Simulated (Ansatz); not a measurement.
# C₂H₉FSi₂: basis-set convergence

Aim: see how fast density functionals converge with the basis set for C₂H₉FSi₂.

Computed with Ansatz 0.2.0, Gaussian basis. Level: one geometry, several basis sets.

Plan: PBE0-D4/def2-SVP; ωB97M-V/def2-SVP; PBE0-D4/def2-QZVPP; ωB97M-V/def2-QZVPP; the functionals' def2-TZVPP values are taken from earlier runs.

### 1 Structure used throughout

The geometry comes from an earlier relaxation with PBE0-D4 in a triple-zeta def2 set; it is a stationary point, not always the lowest conformer.

SMILES `C[SiH2]C[SiH2]F`, 14 atoms, charge 0, spin multiplicity 1.

Atoms are counted from 1 here; the program's logs count them from 0.

Bond lengths: C1–Si2 1.869 Å, C1–H6 1.092 Å, C1–H7 1.093 Å, C1–H8 1.093 Å, Si2–C3 1.878 Å, Si2–H9 1.490 Å, Si2–H10 1.490 Å, C3–Si4 1.850 Å, C3–H11 1.096 Å, C3–H12 1.096 Å, Si4–F5 1.605 Å, Si4–H13 1.484 Å, Si4–H14 1.484 Å. Angles: Si2–C1–H6 110.8°, Si2–C1–H7 110.9°, Si2–C1–H8 110.9°, H6–C1–H7 108.1°, H6–C1–H8 108.1°, H7–C1–H8 108.1°, C1–Si2–C3 111.3°, C1–Si2–H9 109.9°, C1–Si2–H10 109.9°, C3–Si2–H9 109.0°, C3–Si2–H10 109.0°, H9–Si2–H10 107.5°, Si2–C3–Si4 115.1°, Si2–C3–H11 108.4°, Si2–C3–H12 108.4°, Si4–C3–H11 108.7°, Si4–C3–H12 108.7°, H11–C3–H12 107.3° and more.

### 2 PBE0-D4 in def2-SVP

in.yaml

```yaml
crystal:
  periodic: [false, false, false]
  atoms:
    - {symbol: C, position_ang: [-0.840219, 0.583676, 2.202604]}
    - {symbol: Si, position_ang: [0.409131, 0.286740, 0.844566]}
    - {symbol: C, position_ang: [-0.426988, -0.265895, -0.744123]}
    - {symbol: Si, position_ang: [0.717880, -0.585934, -2.162079]}
    - {symbol: F, position_ang: [-0.120693, -1.050036, -3.449504]}
    - {symbol: H, position_ang: [-0.344801, 0.903829, 3.122135]}
    - {symbol: H, position_ang: [-1.402186, -0.327761, 2.420225]}
    - {symbol: H, position_ang: [-1.552040, 1.360484, 1.913183]}
    - {symbol: H, position_ang: [1.382596, -0.758178, 1.269660]}
    - {symbol: H, position_ang: [1.177669, 1.535538, 0.579799]}
    - {symbol: H, position_ang: [-1.148081, 0.504083, -1.041998]}
    - {symbol: H, position_ang: [-0.993895, -1.180912, -0.536953]}
    - {symbol: H, position_ang: [1.671593, -1.678114, -1.845851]}
    - {symbol: H, position_ang: [1.456936, 0.643377, -2.542866]}
basis:
  gaussian: {orbitals: def2-SVP}
hamiltonian: {xc: pbe0, dispersion: d4}
output: {orbitals: {seedname: orbitals}}
```

Run with:

```sh
> ansatz run in.yaml --threads 4 --pin off --events-out ev --progress --plain --max-ram 10444MiB
```

After this run come: ωB97M-V in def2-SVP; PBE0-D4 in def2-QZVPP; ωB97M-V in def2-QZVPP.

**Question.** What will the summary of the whole plan be? Wanted: PBE0-D4: double and triple zeta above quadruple; ωB97M-V: double and triple zeta above quadruple.

**Answer**, as computed:

| quantity | value |
| --- | --- |
| PBE0-D4: double and triple zeta above quadruple | 12.42, 0.83 eV |
| ωB97M-V: double and triple zeta above quadruple | 12.65, 0.78 eV |

What this shows: PBE0-D4 gains 11.59 eV from double to triple zeta, then 0.83 eV more. Total energies overstate the basis error of differences, where much of it tends to cancel. The LUMO of ωB97M-V is positive and keeps falling with the basis (2.53 to 1.31 eV): an unbound level that the basis holds in place.
